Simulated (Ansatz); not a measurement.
**CH₉HfNO₃Si: how energies converge with the basis set**

The task here is to estimate one member of a computed series from the others.

Method: one geometry, several basis sets; program: Ansatz 0.2.0, Gaussian basis.

Levels to be run: PBE0-D4/def2-SVP; ωB97M-V/def2-SVP; PBE0-D4/def2-QZVPP; ωB97M-V/def2-QZVPP; the functionals' def2-TZVPP values are taken from earlier runs.

2 further runs of the same task are left out: 1 for a known fault of the program, 1 that didn't finish.

## The relaxed structure

All runs share one geometry, relaxed beforehand with PBE0-D4 in a triple-zeta def2 set. Hf takes the def2 core potential; no spin-orbit term is included.

SMILES `C[O][Hf]([NH2])([OH])[O][SiH3]`, 16 atoms, charge 0, spin multiplicity 1.

Atoms are counted from 1 here; the program's logs count them from 0.

Bond lengths: C1–O2 1.386 Å, C1–H8 1.096 Å, C1–H9 1.096 Å, C1–H10 1.096 Å, O2–Hf3 1.917 Å, Hf3–N4 2.041 Å, Hf3–O5 1.929 Å, Hf3–O6 1.965 Å, N4–H11 1.010 Å, N4–H12 1.010 Å, O5–H13 0.951 Å, O6–Si7 1.623 Å, Si7–H14 1.490 Å, Si7–H15 1.489 Å, Si7–H16 1.489 Å. Angles: O2–C1–H8 110.6°, O2–C1–H9 110.9°, O2–C1–H10 110.7°, H8–C1–H9 108.1°, H8–C1–H10 108.2°, H9–C1–H10 108.2°, C1–O2–Hf3 176.7°, O2–Hf3–N4 107.9°, O2–Hf3–O5 115.3°, O2–Hf3–O6 107.3°, N4–Hf3–O5 106.7°, N4–Hf3–O6 110.0°, O5–Hf3–O6 109.7°, Hf3–N4–H11 124.9°, Hf3–N4–H12 126.4°, H11–N4–H12 108.7°, Hf3–O5–H13 162.2°, Hf3–O6–Si7 173.0° and more.

Set-up of the first run:

in.yaml

```yaml
crystal:
  periodic: [false, false, false]
  atoms:
    - {symbol: C, position_ang: [1.483115, -1.229132, 2.284878]}
    - {symbol: O, position_ang: [1.119590, -0.644709, 1.081318]}
    - {symbol: Hf, position_ang: [0.601870, 0.259131, -0.527967]}
    - {symbol: N, position_ang: [0.830598, -1.046379, -2.080621]}
    - {symbol: O, position_ang: [1.641167, 1.824712, -0.963728]}
    - {symbol: O, position_ang: [-1.290517, 0.752816, -0.338450]}
    - {symbol: Si, position_ang: [-2.886774, 1.047100, -0.342612]}
    - {symbol: H, position_ang: [1.915931, -2.221341, 2.115988]}
    - {symbol: H, position_ang: [2.227058, -0.617046, 2.806737]}
    - {symbol: H, position_ang: [0.611985, -1.341899, 2.939761]}
    - {symbol: H, position_ang: [1.136362, -0.793070, -3.009124]}
    - {symbol: H, position_ang: [0.666004, -2.042147, -2.055276]}
    - {symbol: H, position_ang: [2.150717, 2.623700, -0.885218]}
    - {symbol: H, position_ang: [-3.657005, -0.227750, -0.328236]}
    - {symbol: H, position_ang: [-3.277807, 1.817045, -1.555827]}
    - {symbol: H, position_ang: [-3.272312, 1.838957, 0.858365]}
basis:
  gaussian: {orbitals: def2-SVP}
hamiltonian: {xc: pbe0, dispersion: d4}
output: {orbitals: {seedname: orbitals}}
```

Started as:

```console
$ ansatz run in.yaml --threads 2 --pin off --events-out ev --progress --plain --max-ram 20480MiB --backend cpu
```

Among the steps run: PBE0-D4 in def2-SVP; ωB97M-V in def2-SVP; PBE0-D4 in def2-QZVPP; ωB97M-V in def2-QZVPP.

One table of the session follows, with a row left open; its other results are not shown here.

It belongs to the step «Functionals by basis». 

| functional | basis | HOMO (eV) | LUMO (eV) |
| --- | --- | --- | --- |
| PBE0-D4 | def2-SVP | -6.91 | 0.10 |
| PBE0-D4 | def2-TZVPP | -7.06 | -0.12 |
| PBE0-D4 | def2-QZVPP | -7.11 | -0.36 |
| ωB97M-V | def2-SVP | ? | ? |
| ωB97M-V | def2-TZVPP | -9.43 | 1.06 |
| ωB97M-V | def2-QZVPP | -9.48 | 0.54 |

Q: Estimate the row for ωB97M-V, def2-SVP from the others.

As computed: HOMO (eV): -9.27; LUMO (eV): 1.34. In the column «HOMO (eV)» it lies between ωB97M-V, def2-TZVPP (-9.43) and PBE0-D4, def2-QZVPP (-7.11).
